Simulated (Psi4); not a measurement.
# A workflow on GeSiH4ClF (SMILES F[SiH](Cl)[GeH3]), part 2 of 3

Psi4 1.11.

## (3) A structure relaxation at PBE0-D4/def2-TZVP (density fitting) (run 2)

input.inp reads:

```
memory 4.4 GB

molecule geom {
  F      1.733965    -1.317742     0.843367
  Si     1.180757     0.105501     0.248185
  Cl     2.117692     0.444136    -1.574591
  Ge    -1.170095    -0.077806    -0.112459
  H      1.606423     1.185741     1.198806
  H     -1.906221    -0.336609     1.227518
  H     -1.448671    -1.249320    -1.085353
  H     -1.698644     1.239024    -0.735386
  units angstrom
  symmetry c1
}

set basis def2-TZVP
set scf_type df
set geom_maxiter 50
set max_force_g_convergence 0.0002

energy_value, wavefunction = optimize('pbe0-d4', return_wfn=True)
```

Started as:

```console
psi4 input.inp input.out -n 2
```

input.out:

```text
Psi4 1.11 release

gradient() will perform analytic gradient computation.

   => Loading Basis Set <=

    Name: DEF2-TZVP
    Role: ORBITAL
    Keyword: BASIS

   => PBE0-D4(BJ,EEQ)ATM: Empirical Dispersion <=

        a1 =       0.400856
        a2 =       5.029288
       alp =      16.000000
        s6 =       1.000000
        s8 =       1.200655
        s9 =       1.000000
        ga =       3.000000
        gc =       2.000000
        wf =       6.000000

         ---------------------------------------------------------
                                   SCF
                              RKS Reference
                        2 Threads,   4196 MiB Core
         ---------------------------------------------------------

  ==> Geometry <==

    Molecular point group: c1
    Full point group: C1

    Geometry (in Angstrom), charge = 0, multiplicity = 1:

       Center              X                  Y                   Z               Mass
    ------------   -----------------  -----------------  -----------------  -----------------
         F            1.420882223841    -1.246079559282     1.092267376418    18.998403162730
         SI           0.867674223841     0.177163440718     0.497085376418    27.976926534650
         CL           1.804609223841     0.515798440718    -1.325690623582    34.968852682000
[... 4 lines of this table left out ...]
         H           -2.011726776159     1.310686440718    -0.486485623582     1.007825032230

  Running in c1 symmetry.

  Rotational constants: A =      0.13013  B =      0.04449  C =      0.03546 [cm^-1]
  Rotational constants: A =   3901.19104  B =   1333.66314  C =   1063.21172 [MHz]
  Nuclear repulsion =  418.461581880740596

  Charge       = 0
  Multiplicity = 1
  Electrons    = 76
  Nalpha       = 38
  Nbeta        = 38

  ==> Algorithm <==

  SCF Algorithm Type is DF.
  DIIS enabled.
  MOM disabled.
  Fractional occupation disabled.
  Guess Type is SAD.
  Energy threshold   = 1.00e-08
  Density threshold  = 1.00e-08
  Integral threshold = 1.00e-12

  ==> Primary Basis <==

  Basis Set: DEF2-TZVP
    Blend: DEF2-TZVP
    Number of shells: 69
    Number of basis functions: 177
    Number of Cartesian functions: 199
    Spherical Harmonics?: true
    Max angular momentum: 3

  ==> DFT Potential <==

   => LibXC <=

    Version 7.1.2

   => Composite Functional: PBE0-D4BJEEQATM <=

    PBE0-d4bjeeqatm Hyb-GGA Exchange-Correlation Functional

    Deriv               =              1
    GGA                 =           TRUE
    Meta                =          FALSE

    Exchange Hybrid     =           TRUE
    MP2 Hybrid          =          FALSE

   => Exchange Functionals <=

    0.7500   Perdew, Burke & Ernzerhof

   => Exact (HF) Exchange <=

    0.2500               HF

   => Correlation Functionals <=

    1.0000   Perdew, Burke & Ernzerhof

   => LibXC Density Thresholds  <==

    XC_HYB_GGA_XC_PBEH:  1.00E-15

   => Molecular Quadrature <=

    Radial Scheme          =       TREUTLER
    Pruning Scheme         =           NONE
    Nuclear Scheme         =       TREUTLER

    Blocking Scheme        =         OCTREE
    BS radius alpha        =              1
    Pruning alpha          =              1
    Radial Points          =             75
    Spherical Points       =            302
    Total Points           =         172380
    Total Blocks           =           1340
    Max Points             =            256
    Max Functions          =            162
    Weights Tolerance      =       1.00E-15

   => Loading Basis Set <=

    Name: (DEF2-TZVP AUX)
    Role: JKFIT
    Keyword: DF_BASIS_SCF

  ==> Integral Setup <==

  DFHelper Memory: AOs need 0.157 GiB; user supplied 2.499 GiB.
  SCF_SUBTYPE=INCORE selected. In-core MEM_DF algorithm will be used.
  Using in-core AOs.

  ==> MemDFJK: Density-Fitted J/K Matrices <==

    J tasked:                   Yes
    K tasked:                   Yes
    wK tasked:                   No
    Memory [MiB]:              2558
    Algorithm:                 Core
    Schwarz Cutoff:           1E-12
    Mask sparsity (%):       7.4180
    Fitting Condition:        1E-10

   => Auxiliary Basis Set <=

  Basis Set: (DEF2-TZVP AUX)
    Blend: DEF2-UNIVERSAL-JKFIT
    Number of shells: 185
    Number of basis functions: 671
    Number of Cartesian functions: 854
    Spherical Harmonics?: true
    Max angular momentum: 5

  Cached 100.0% of DFT collocation blocks in 0.575 [GiB].

  Minimum eigenvalue in the overlap matrix is 2.2000297164E-03.
  Reciprocal condition number of the overlap matrix is 4.4148354020E-04.
    Using symmetric orthogonalization.

  ==> Pre-Iterations <==

  SCF Guess: Superposition of Atomic Densities via on-the-fly atomic UHF (no occupation information).

   -------------------------
    Irrep   Nso     Nmo
   -------------------------
     A        177     177
   -------------------------
    Total     177     177
   -------------------------

  ==> Iterations <==

                           Total Energy        Delta E     RMS |[F,P]|

   @DF-RKS iter SAD: -2925.01056853469527   -2.92501e+03   0.00000e+00
[... 2 lines left out ...]
   @DF-RKS iter   3: -2928.12500351871722   -1.69970e+01   9.06138e-03 DIIS/ADIIS
[... 2 lines left out ...]
   @DF-RKS iter   6: -2928.49700473268422   -5.73340e-03   1.44843e-04 DIIS/ADIIS
[... 2 lines left out ...]
   @DF-RKS iter   9: -2928.49736091191062   -4.12329e-07   1.80523e-06 DIIS
[... 2 lines left out ...]
   @DF-RKS iter  12: -2928.49736095497246   -4.50200e-11   1.48101e-08 DIIS
[... 28 lines left out ...]
    Final Occupation by Irrep:
[... 10 lines left out ...]
    One-Electron Energy =               -4908.4526165985971602
[... 2 lines left out ...]
    Empirical Dispersion Energy =          -0.0060306904153983
[... 16 lines left out ...]
 Dipole X            :         -7.0527703            6.5244741           -0.5282962
[... 75 lines left out ...]
    Weights Tolerance      =       1.00E-15
[... 54 lines left out ...]
	   Step    Total Energy     Delta E     Max Force     RMS Force      Max Disp      RMS Disp   ~
[... 139 lines left out ...]
                           Total Energy        Delta E     RMS |[F,P]|
[... 3 lines left out ...]
   @DF-RKS iter   2: -2928.49881600384742    1.36759e-05   1.10664e-04 DIIS/ADIIS
[... 2 lines left out ...]
   @DF-RKS iter   5: -2928.49898931286270   -3.50139e-07   1.39515e-06 DIIS
[... 2 lines left out ...]
   @DF-RKS iter   8: -2928.49898934154862   -6.86668e-11   1.45314e-08 DIIS
[... 8 lines left out ...]
    Final Occupation by Irrep:
[... 10 lines left out ...]
    One-Electron Energy =               -4915.6558102675517148
[... 2 lines left out ...]
    Empirical Dispersion Energy =          -0.0060522143416789
[... 16 lines left out ...]
 Dipole X            :         -7.0421798            6.5309993           -0.5111805
[... 44 lines left out ...]
    Weights Tolerance      =       1.00E-15
[... 54 lines left out ...]
	   Step    Total Energy     Delta E     Max Force     RMS Force      Max Disp      RMS Disp
[... 108 lines left out ...]
                           Total Energy        Delta E     RMS |[F,P]|
[... 3 lines left out ...]
   @DF-RKS iter   2: -2928.49907839375601    7.25797e-06   5.74759e-05 DIIS
[... 2 lines left out ...]
   @DF-RKS iter   5: -2928.49911554129221   -6.70157e-08   4.52529e-07 DIIS
[... 2 lines left out ...]
   @DF-RKS iter   8: -2928.49911554400069   -1.27329e-11   7.14981e-09 DIIS
[... 13 lines left out ...]
  @DF-RKS Final Energy: -2928.49911554400069
[... 5 lines left out ...]
    Two-Electron Energy =                1671.4789565351552483
[... 2 lines left out ...]
    VV10 Nonlocal Energy =                  0.0000000000000000
[... 16 lines left out ...]
 Dipole Y            :         -1.4923784            1.8016885            0.3093102
[... 91 lines left out ...]
	                                 ==> Convergence Check <==
[... 8 lines left out ...]
	  Convergence Criteria              o    2.00e-04 *             o             o             o
[... 102 lines left out ...]
   @DF-RKS iter   0: -2928.49854953228441   -2.92850e+03   3.13456e-05
[... 2 lines left out ...]
   @DF-RKS iter   3: -2928.49912247874954   -2.97308e-07   7.53832e-07 DIIS
[... 2 lines left out ...]
   @DF-RKS iter   6: -2928.49912248422970   -1.71894e-10   1.38741e-08 DIIS
[... 8 lines left out ...]
    Final Occupation by Irrep:
[... 10 lines left out ...]
    One-Electron Energy =               -4917.1660520110181096
[... 2 lines left out ...]
    Empirical Dispersion Energy =          -0.0060580819266167
[... 16 lines left out ...]
 Dipole X            :         -7.0087330            6.5228083           -0.4859247
[... 44 lines left out ...]
    Weights Tolerance      =       1.00E-15
[... 54 lines left out ...]
	   Step    Total Energy     Delta E     Max Force     RMS Force      Max Disp      RMS Disp
[... 102 lines left out ...]
                           Total Energy        Delta E     RMS |[F,P]|
[... 3 lines left out ...]
   @DF-RKS iter   2: -2928.49912499202128   -1.06961e-07   3.62639e-06 DIIS
[... 2 lines left out ...]
   @DF-RKS iter   5: -2928.49912513086110   -8.03993e-10   9.63243e-08 DIIS
[... 2 lines left out ...]
  Energy and wave function converged.
[... 17 lines left out ...]
    Virtual:

      39A     -0.015810    40A     -0.005584    41A      0.018552
      42A      0.035367    43A      0.059769    44A      0.068225
      45A      0.085847    46A      0.139998    47A      0.151250
[... 42 lines of this table left out ...]
     174A     10.788245   175A     11.352433   176A     24.911156
     177A     57.014021

    Final Occupation by Irrep:
              A
    DOCC [    38 ]
    NA   [    38 ]
    NB   [    38 ]

  @DF-RKS Final Energy: -2928.49912513094887

   => Energetics <=

    Nuclear Repulsion Energy =            422.7410375567304754
    One-Electron Energy =               -4917.0603781309655460
    Two-Electron Energy =                1671.2603068241332949
    DFT Exchange-Correlation Energy =    -105.4340341562267724
    Empirical Dispersion Energy =          -0.0060572246200176
    VV10 Nonlocal Energy =                  0.0000000000000000
    Total Energy =                      -2928.4991251309488689

Computation Completed

Properties will be evaluated at   0.000000,   0.000000,   0.000000 [a0]

Properties computed using the SCF density matrix

 Multipole Moments:

 ------------------------------------------------------------------------------------
     Multipole            Electronic (a.u.)      Nuclear  (a.u.)        Total (a.u.)
 ------------------------------------------------------------------------------------

 L = 1.  Multiply by 2.5417464519 to convert [e a0] to [Debye]
 Dipole X            :         -6.9994723            6.5163887           -0.4830836
 Dipole Y            :         -1.4988733            1.8053319            0.3064586
 Dipole Z            :         -0.2540570            0.4167255            0.1626684
 Magnitude           :                                                    0.5947669

 ------------------------------------------------------------------------------------

	total time  =          8 seconds =       0.13 minutes

         ------------------------------------------------------------
                                   SCF GRAD
         ------------------------------------------------------------

  ==> Geometry <==

    Molecular point group: c1
    Full point group: C1

    Geometry (in Angstrom), charge = 0, multiplicity = 1:

       Center              X                  Y                   Z               Mass
    ------------   -----------------  -----------------  -----------------  -----------------
         F            1.416358889480    -1.204604057995     1.082438201113    18.998403162730
         SI           0.863620145793     0.169501682968     0.488036972598    27.976926534650
         CL           1.802101675114     0.501912049865    -1.300657283331    34.968852682000
[... 4 lines of this table left out ...]
         H           -1.994570351866     1.308505098073    -0.469861451133     1.007825032230

  Nuclear repulsion =  422.741037556730475

   => Molecular Quadrature <=

    Radial Scheme          =       TREUTLER
    Pruning Scheme         =           NONE
    Nuclear Scheme         =       TREUTLER

    Blocking Scheme        =         OCTREE
    BS radius alpha        =              1
    Pruning alpha          =              1
    Radial Points          =             75
    Spherical Points       =            302
    Total Points           =         172317
    Total Blocks           =           1344
    Max Points             =            256
    Max Functions          =            163
    Weights Tolerance      =       1.00E-15

  -Total Gradient:
     Atom            X                  Y                   Z
    ------   -----------------  -----------------  -----------------
       1       -0.000136017112     0.000006014546     0.000078430800
       2        0.000160443477    -0.000172317486     0.000072446471
       3        0.000001943964    -0.000033357825     0.000089715222
[... 4 lines of this table left out ...]
       8       -0.000006455357    -0.000027970160    -0.000005485506

	total time  =          4 seconds =       0.07 minutes

    			-----------------------------------------

    			 OPTKING 3.0: for geometry optimizations

    			        with contributions from

    			-----------------------------------------

	                            ===> Fragment 1 <==

	 Z (Atomic Numbers)          Masses                          Geom
	       9.000000            18.998403          2.67653040 -2.27637176  2.04551175
	      14.000000            27.976927          1.63200555  0.32031176  0.92225622
	      17.000000            34.968853          3.40547862  0.94847631 -2.45788605
[... 4 lines of this table left out ...]
	       1.000000             1.007825         -3.76919170  2.47271627 -0.88790946

	 - Coordinate -           - BOHR/RAD -       - ANG/DEG -
	 R(1,2)           =         3.015875           1.595932
	 R(2,3)           =         3.868483           2.047113
	 R(2,4)           =         4.491533           2.376817
[... 24 lines of this table left out ...]
	 D(5,2,4,8)       =         1.053816          60.379197

	        --- Internal Coordinate Step in ANG or DEG, aJ/ANG or AJ/DEG ---
	-------------------------------------------------------------------------------
	           Coordinate      Previous         Force          Change          New
	           ----------      --------        ------          ------        ------
	               R(1,2)       1.59593        0.00066        0.00008       1.59601
	               R(2,3)       2.04711        0.00011       -0.00001       2.04711
	               R(2,4)       2.37682       -0.00041       -0.00018       2.37663
[... 24 lines of this table left out ...]
	           D(5,2,4,8)      60.37920       -0.00000       -0.14150      60.23770
	-------------------------------------------------------------------------------

	                                 ==> Convergence Check <==

	Measures of convergence in internal coordinates in au.

	Criteria marked as inactive (o), active & met (*), and active & unmet ( ).

	----------------------------------------------------------------------------------------------
	   Step    Total Energy     Delta E     Max Force     RMS Force      Max Disp      RMS Disp
	----------------------------------------------------------------------------------------------
	  Convergence Criteria              o    2.00e-04 *             o             o             o
	----------------------------------------------------------------------------------------------
	     5   -2928.49912513   -2.65e-06 o    1.49e-04 *    5.68e-05 o    2.68e-03 o    1.30e-03 o  ~
	----------------------------------------------------------------------------------------------

Next Geometry in Ang
	Fragment 1 (Ang)

	    F   1.4178386290  -1.2036462320   1.0838246056
	   Si   0.8635665270   0.1692074434   0.4877408095
	   Cl   1.8030035108   0.5003672370  -1.3006776059
[... 4 lines of this table left out ...]
	    H  -1.9933881523   1.3092548351  -0.4680354495

    Final optimized geometry and variables:
    Molecular point group: c1
    Full point group: C1

    Geometry (in Angstrom), charge = 0, multiplicity = 1:

    F            1.416358889480    -1.204604057995     1.082438201113
    SI           0.863620145793     0.169501682968     0.488036972598
    CL           1.802101675114     0.501912049865    -1.300657283331
[... 4 lines of this table left out ...]
    H           -1.994570351866     1.308505098073    -0.469861451133

    Psi4 run time: 0:01:10.10

[set-up sections that repeat, and orbital energies of the middle runs, are left out above]
```

On the terminal:

```text
Optimizer: Optimization complete!
```

Run time: 72 s. Hardware: 2 threads of AMD EPYC 7R43 (Zen 3), shared host; peak memory 1.1 GiB.

Steps, from the record of the run:

| step | energy from the first frame kept (eV) | largest force (eV/Å) |
| --- | --- | --- |
| 0 | 0.0000 | 1.3105 |
| 1 | -0.0443 | 0.4297 |
| 2 | -0.0477 | 0.0340 |
| 3 | -0.0479 | 0.0097 |
| 4 | -0.0480 | 0.0127 |

After the run. Bond lengths: F1–Si2 1.596 Å, Si2–Cl3 2.047 Å, Si2–Ge4 2.377 Å, Si2–H5 1.481 Å, Ge4–H6 1.536 Å, Ge4–H7 1.534 Å, Ge4–H8 1.536 Å. Some angles: F1–Si2–Cl3 107.8°, F1–Si2–Ge4 109.5°, Cl3–Si2–Ge4 109.4°, F1–Si2–H5 107.2°, Cl3–Si2–H5 107.4°, Ge4–Si2–H5 115.2°, Si2–Ge4–H6 110.3°, Si2–Ge4–H7 109.4°, Si2–Ge4–H8 109.0°, H6–Ge4–H7 109.5°.

Runs 3 to 7 aren't shown in full; the table further down has their settings and results.

## (4) The energy at wB97M-V/def2-TZVPP (density fitting) (run 8)

job.dat reads:

```
memory 4400 MB

molecule {
  F      1.729442    -1.276266     0.833538
  Si     1.176703     0.097839     0.239137
  Cl     2.115184     0.430250    -1.549558
  Ge    -1.166491    -0.079008    -0.117829
  H      1.593193     1.175501     1.165669
  H     -1.889701    -0.341744     1.211904
  H     -1.448614    -1.230945    -1.091455
  H     -1.681488     1.236843    -0.718762
  units angstrom
  symmetry c1
}

set {
  basis                def2-TZVPP
  scf_type             df
  dft_radial_points    99
  dft_spherical_points 590
  dft_vv10_postscf     true
}

E, wfn = energy('wb97m-v', return_wfn=True)
print_variables()
```

Started as:

```console
psi4 job.dat job.out -n 2
```

job.out (excerpt; [...] marks lines left out):

```text
[...]
  Running in c1 symmetry.
[...]
  Nuclear repulsion =  422.741054481300012
[...]
  Multiplicity = 1
[...]
  Nalpha       = 38
  Nbeta        = 38
[...]
    Number of basis functions: 219
[...]
   @DF-RKS iter   1: -2927.53314861355420   -1.90252e+00   1.42989e-02 ADIIS/DIIS
[...]
   @DF-RKS iter   9: -2929.24742548602080   -1.03586e-07   5.08679e-07 DIIS
[...]
  @DF-RKS Final Energy: -2928.93463280183505
   => Energetics <=
    Nuclear Repulsion Energy =            422.7410544813000115
    One-Electron Energy =               -4916.4930466173682362
    Two-Electron Energy =                1673.9434331835675493
    DFT Exchange-Correlation Energy =    -109.4395784205730706
    Empirical Dispersion Energy =           0.0000000000000000
    VV10 Nonlocal Energy =                  0.3135045712389704
    Total Energy =                      -2928.9346328018350505
[...]
```

Wall time 69 s (2 threads of AMD EPYC 7R43 (Zen 3), shared host); peak memory 3.2 GiB.

Run 9 isn't shown in full; the table further down has it.

[end of part 2 of 3]
